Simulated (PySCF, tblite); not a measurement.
# C₅H₁₂OSSi: geometry, infrared bands and NMR shifts

What infrared bands and NMR shifts should C₅H₁₂OSSi (`CC/C=C\[Si@@H](O)SC`) show?

Computed with tblite 0.8.0 and PySCF 2.14.0, with density-fitted response routines of our own, on a single molecule in the gas phase. Atoms are numbered from 0 throughout.

## 1. The molecule as given

20 atoms, charge 0, multiplicity 1; geometry from: force field or distance geometry start.

Bonds of the start (Å): C0–C1 1.51, C1–C2 1.52, C2–C3 1.33, C3–Si4 1.83, Si4–O5 1.66, Si4–S6 2.15, S6–C7 1.81, C0–H8 1.09, C0–H9 1.11, C0–H10 1.10, C1–H11 1.09, C1–H12 1.08, C2–H13 1.09, C3–H14 1.10, Si4–H15 1.48, O5–H16 0.96, C7–H17 1.09, C7–H18 1.10, C7–H19 1.10.

## 2. Optimising the geometry with GFN2-xTB

Job settings and geometry (Å):

```
{"job": {"kind": "relax", "xc": "GFN2-xTB", "basis": "xTB"}, "charge": 0, "multiplicity": 1}
C     -2.861400     0.496100    -1.128900
C     -1.388100     0.801900    -1.019100
C     -0.949000     0.877600     0.434600
C     -0.118500     0.083500     1.094400
Si     0.803000    -1.406900     0.575000
O     -0.155500    -2.502100    -0.224400
S      2.283100    -0.799900    -0.859000
C      3.374600     0.279900     0.105400
H     -3.160900     0.463600    -2.180300
H     -3.475300     1.267700    -0.627900
H     -3.118600    -0.470600    -0.679400
H     -0.826600     0.036700    -1.562400
H     -1.172000     1.759800    -1.480400
H     -1.392000     1.714000     0.979600
H      0.063700     0.307800     2.151500
H      1.470800    -2.045900     1.730900
H     -0.197300    -2.361900    -1.177000
H      4.183300     0.615100    -0.539400
H      2.824800     1.154700     0.471900
H      3.806800    -0.260600     0.955600
```

Command:

```sh
$ OMP_NUM_THREADS=1 python probes_run.py task.json out
```

This one command runs all jobs of the session in turn.

**Question.** This job is followed by: GFN2-xTB harmonic vibrations, gas phase; GIAO PBE0/pcSseg-1 NMR shielding, non-relativistic, gas phase. Predict these results of the whole session: strongest single infrared mode (GFN2-xTB); zero-point energy (GFN2-xTB); 13C shifts against TMS (PBE0/pcSseg-1); 1H shifts against TMS (PBE0/pcSseg-1, means over atoms taken as alike); 29Si shifts against TMS (PBE0/pcSseg-1); 17O shifts against H2O (PBE0/pcSseg-1); 33S shifts against CS2 (PBE0/pcSseg-1).

As calculated:

```
                                                              quantity                                               value
                             strongest single infrared mode (GFN2-xTB)                                816 cm⁻¹, 452 km/mol
                                          zero-point energy (GFN2-xTB)                                       99.4 kcal/mol
                                13C shifts against TMS (PBE0/pcSseg-1)                  169.8, 127.7, 32.7, 17.3, 11.6 ppm
1H shifts against TMS (PBE0/pcSseg-1, means over atoms taken as alike)  7.25, 5.68, 5.60, 3.24, 2.08, 1.92, 1.51, 1.18 ppm
                               29Si shifts against TMS (PBE0/pcSseg-1)                                           -11.0 ppm
                                17O shifts against H2O (PBE0/pcSseg-1)                                            35.2 ppm
                                33S shifts against CS2 (PBE0/pcSseg-1)                                            -177 ppm
```

Over 127 steps the energy fell by 0.214 eV; of the close pairs, C3–Si4 changed most, 1.828 to 1.879 Å. All 54 modes are real, so the xTB geometry is a minimum. The strongest single mode, at 816 cm⁻¹, moves mainly H16. Unscaled tight-binding wavenumbers are off by several per cent, some by more. Its intensities can rank the bands wrongly. At PBE0/pcSseg-1: The largest span, 267 ppm, is at C2, where the paramagnetic term is -240 ppm.
